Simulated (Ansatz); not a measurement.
# CH7OPSi: a ladder of functionals and wavefunction methods

One table from this session's results is given with a row withheld; the runs are named, their logs left out.

The runs use Ansatz 0.2.0, Gaussian basis; functionals in def2-TZVPP, the program's frozen cores in correlated methods.

Levels to be run: PBE-D4, r2SCAN-D4, PBE0-D4, B3LYP-D4, ωB97X-V, ωB97M-V, B2PLYP; CCSD(T)/def2-TZVPP; MP2/def2-QZVPP; extrapolation to the limit.

**Structure used throughout**

All runs share one geometry, relaxed beforehand with PBE0-D4 in a triple-zeta def2 set.

11 atoms, charge 0, spin multiplicity 1.

Atoms are counted from 1 here; the program's logs count them from 0.

Bond lengths: C1–Si2 1.865 Å, C1–H5 1.093 Å, C1–H6 1.093 Å, C1–H7 1.093 Å, Si2–O3 1.652 Å, Si2–P4 2.258 Å, Si2–H8 1.484 Å, O3–H9 0.958 Å, P4–H10 1.420 Å, P4–H11 1.423 Å. Angles: Si2–C1–H5 110.5°, Si2–C1–H6 111.5°, Si2–C1–H7 110.3°, H5–C1–H6 107.9°, H5–C1–H7 108.3°, H6–C1–H7 108.2°, C1–Si2–O3 112.1°, C1–Si2–P4 107.8°, C1–Si2–H8 110.6°, O3–Si2–P4 114.2°, O3–Si2–H8 104.5°, P4–Si2–H8 107.6°, Si2–O3–H9 117.5°, Si2–P4–H10 94.1°, Si2–P4–H11 93.6°, H10–P4–H11 93.8°.

The first run:

in.yaml reads:

```yaml
crystal:
  periodic: [false, false, false]
  atoms:
    - {symbol: C, position_ang: [-0.846109, 1.342043, 0.017014]}
    - {symbol: Si, position_ang: [0.473914, 0.095734, -0.409682]}
    - {symbol: O, position_ang: [1.727532, 0.126159, 0.665610]}
    - {symbol: P, position_ang: [-0.522494, -1.920377, -0.612896]}
    - {symbol: H, position_ang: [-1.613230, 1.368829, -0.761276]}
    - {symbol: H, position_ang: [-1.335858, 1.099491, 0.963761]}
    - {symbol: H, position_ang: [-0.411027, 2.340602, 0.104742]}
    - {symbol: H, position_ang: [1.096832, 0.421768, -1.716799]}
    - {symbol: H, position_ang: [1.576198, -0.252520, 1.532369]}
    - {symbol: H, position_ang: [0.697821, -2.643713, -0.544522]}
    - {symbol: H, position_ang: [-0.778281, -2.034914, 0.782179]}
basis:
  gaussian: {orbitals: def2-TZVPP}
hamiltonian: {xc: pbe, dispersion: d4}
output: {forces: true, orbitals: {seedname: orbitals}}
```

Command:

```console
$ ansatz run in.yaml --threads 4 --pin off --events-out ev --progress --plain --max-ram 10444MiB
```

Steps of the session up to this table: PBE-D4 (GGA); r2SCAN-D4 (meta-GGA); PBE0-D4 (hybrid); B3LYP-D4 (hybrid); ωB97X-V (range-separated); ωB97M-V (range-separated); B2PLYP (double hybrid); CCSD(T) in def2-TZVPP; MP2 in def2-QZVPP.

One of the session's tables, all rows but one given; the rest of the session is left out.

It belongs to the step «Atomisation energies». 

| method | atomisation energy (eV) |
| --- | --- |
| PBE-D4 | 39.359 |
| r2SCAN-D4 | 39.127 |
| PBE0-D4 | 38.868 |
| B3LYP-D4 | 39.145 |
| ωB97X-V | 39.395 |
| ωB97M-V | 39.324 |
| B2PLYP | 38.614 |
| HF/def2-TZVPP | 28.512 |
| MP2/def2-TZVPP | ? |
| CCSD/def2-TZVPP | 37.582 |
| CCSD(T)/def2-TZVPP | 38.061 |
| MP2/CBS | 39.325 |
| CCSD(T)/CBS | 39.169 |

Q: Estimate the row for MP2/def2-TZVPP from the others.

The run gave: atomisation energy (eV): 38.216. In the column «atomisation energy (eV)» it lies between CCSD(T)/def2-TZVPP (38.061) and B2PLYP (38.614).

Limits of these values: Free atoms (1 C, 1 Si, 1 O, 1 P, 7 H) were run apart at each level; the atomisation energy is their sum less the molecule, without zero-point or spin-orbit terms.
